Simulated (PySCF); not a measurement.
# C2H4O2Se (SMILES O=CC[SeH]=O): levels of theory compared

Aim: a comparison of 4 runs (BLYP/def2-SVP, BLYP/ma-def2-SVP, BLYP/def2-SVPD, BLYP/def2-TZVP) of C2H4O2Se. 

The results are computed with PySCF 2.14.0.

### 1 The molecule

The species is C2H4O2Se (9 atoms), meant as a singlet with charge 0. As SMILES, `O=CC[SeH]=O`. The shape comes from GFN2-xTB, which is rough for such elements, and wasn't checked as a minimum. This is one conformer, not always the lowest.

Bond lengths: O1–C2 1.198 Å, C2–C3 1.496 Å, C3–Se4 2.003 Å, Se4–O5 1.592 Å, C2–H6 1.104 Å, C3–H7 1.091 Å, C3–H8 1.092 Å, Se4–H9 1.497 Å. Some angles: O1–C2–C3 123.5°, C2–C3–Se4 108.2°, C3–Se4–O5 103.7°, O1–C2–H6 121.5°, C3–C2–H6 115.0°, C2–C3–H7 110.1°, C2–C3–H8 112.7°, Se4–C3–H7 107.3°, Se4–C3–H8 108.3°, C3–Se4–H9 90.2°.

### 2 The energy at BLYP/def2-SVP (run 1)

input.py reads:

```python
from pyscf import gto, dft

mol = gto.Mole()
mol.atom = [
    ('O', (0.959270, -0.632430, 1.361930)),
    ('C', (1.052510, -0.496820, 0.175650)),
    ('C', (-0.124480, -0.317950, -0.729870)),
    ('Se', (-1.495130, 0.779360, 0.233610)),
    ('O', (-0.796980, 2.201610, 0.389660)),
    ('H', (2.034120, -0.500080, -0.330590)),
    ('H', (-0.578720, -1.284950, -0.948630)),
    ('H', (0.133030, 0.193240, -1.659530)),
    ('H', (-1.183630, 0.058010, 1.507780)),
]
mol.verbose = 3
mol.spin = 0
mol.basis = 'def2-svp'
mol.max_memory = 1860
mol.charge = 0
mol.build()

myscf = dft.RKS(mol)
myscf.xc = 'blyp'
myscf.conv_tol = 1e-10
myscf.grids.level = 4
myscf.kernel()
if not myscf.converged:
    myscf = myscf.newton().run(myscf.mo_coeff, myscf.mo_occ)

energy = myscf.e_tot
print('Final energy', energy)
```

On the command line:

```sh
$ OMP_NUM_THREADS=1 python input.py
```

Standard output:

```text
converged SCF energy = -2630.03129849072
Final energy -2630.0312984907196
```

It took 48 s on 1 thread of Intel Xeon at 2.50GHz (Skylake/Cascade Lake), shared host; peak memory 0.58 GiB.

### 3 A single-point energy at BLYP/ma-def2-SVP (run 2)

calc.py reads:

```python
from pyscf import gto, dft

mol = gto.M(
    atom='''
O      1.812758    -1.195119     2.573675
C      1.988956    -0.938854     0.331930
C     -0.235233    -0.600838    -1.379254
Se    -2.825386     1.472777     0.441459
O     -1.506074     4.160440     0.736351
H      3.843930    -0.945014    -0.624725
H     -1.093622    -2.428204    -1.792651
H      0.251390     0.365171    -3.136057
H     -2.236737     0.109623     2.849291
''',
    unit='bohr',
    verbose=4,
    max_memory=1860,
    basis='ma-def2-svp',
)

calc0 = dft.RKS(mol, xc='blyp')
calc0.conv_tol = 1e-10
calc0.grids.level = 4
calc0.kernel()
if not calc0.converged:
    calc0 = calc0.newton().run(calc0.mo_coeff, calc0.mo_occ)

energy = calc0.e_tot
print('E = %.10f Eh' % energy)
```

On the command line:

```sh
$ OMP_NUM_THREADS=1 python calc.py
```

Standard output:

```text
PySCF version 2.14.0

[... 89 lines left out ...]
converged SCF energy = -2630.04708791427
E = -2630.0470879143 Eh
```

It took 52 s on 1 thread of Intel Xeon at 2.50GHz (Skylake/Cascade Lake), shared host; peak memory 0.64 GiB.

Run 3 isn't shown in full; the table further down has it.

### 4 The energy at BLYP/def2-TZVP (run 4)

input.py reads:

```python
# O=CC[SeH]=O
from pyscf import gto, dft

mol = gto.Mole()
mol.atom = '''
O        0.959270      -0.632430       1.361930
C        1.052510      -0.496820       0.175650
C       -0.124480      -0.317950      -0.729870
Se      -1.495130       0.779360       0.233610
O       -0.796980       2.201610       0.389660
H        2.034120      -0.500080      -0.330590
H       -0.578720      -1.284950      -0.948630
H        0.133030       0.193240      -1.659530
H       -1.183630       0.058010       1.507780
'''
mol.max_memory = 1860
mol.basis = 'def2-tzvp'
mol.charge = 0
mol.verbose = 3
mol.build()

mf = dft.RKS(mol, xc='blyp')
mf.conv_tol = 1e-10
mf.grids.level = 4
mf.kernel()
if not mf.converged:
    mf = mf.newton().run(mf.mo_coeff, mf.mo_occ)

e_final = mf.e_tot
print('E(%s) = %.9f' % ('BLYP', e_final))
```

On the command line:

```sh
$ OMP_NUM_THREADS=1 python input.py
```

Standard output:

```text
converged SCF energy = -2630.61684812738
E(BLYP) = -2630.616848127
```

It took 1.8 min on 1 thread of Intel Xeon at 2.50GHz (Skylake/Cascade Lake), shared host; peak memory 1.7 GiB.

### 5 The series

| run | level | energy (Eh) | dipole moment (D) | HOMO energy (eV) | LUMO energy (eV) | wall time |
| --- | --- | --- | --- | --- | --- | --- |
| 1 | BLYP/def2-SVP | -2630.031298 | 3.94 | -5.16 | -2.29 | 48 s |
| 2 | BLYP/ma-def2-SVP | -2630.047088 | 4.50 | -5.73 | -2.76 | 52 s |
| 3 | BLYP/def2-SVPD | -2630.065818 | 4.33 | -5.72 | -2.76 | 69 s |
| 4 | BLYP/def2-TZVP | -2630.616848 | 4.21 | -5.57 | -2.60 | 1.8 min |

Convergence of the total energy of singlet C2H4O2Se with the basis set, against the last point:

| basis set | from the last (mEh) | wall time |
| --- | --- | --- |
| def2-SVP | +585.550 | 48 s |
| ma-def2-SVP | +569.760 | 52 s |
| def2-SVPD | +551.030 | 69 s |
| def2-TZVP | +0.000 | 1.8 min |

Convergence of the dipole moment of singlet C2H4O2Se with the basis set, against the last point:

| basis set | from the last (D) | wall time |
| --- | --- | --- |
| def2-SVP | -0.2695 | 48 s |
| ma-def2-SVP | +0.2932 | 52 s |
| def2-SVPD | +0.1216 | 69 s |
| def2-TZVP | +0.0000 | 1.8 min |

### 6 What came out

| quantity | value |
| --- | --- |
| run 4: total energy | -2630.61685 Eh |
| run 4: dipole moment | 4.21 D |
| run 4: HOMO energy | -5.57 eV |
| run 4: LUMO energy | -2.60 eV |
| run 4: HOMO–LUMO gap | 2.97 eV |

The dipole moment (its size) runs from 3.94 D (BLYP/def2-SVP) to 4.50 D (BLYP/ma-def2-SVP). The HOMO–LUMO gap runs from 2.87 eV (BLYP/def2-SVP) to 2.98 eV (BLYP/ma-def2-SVP). All runs together took 4.6 min, the longest 1.8 min.
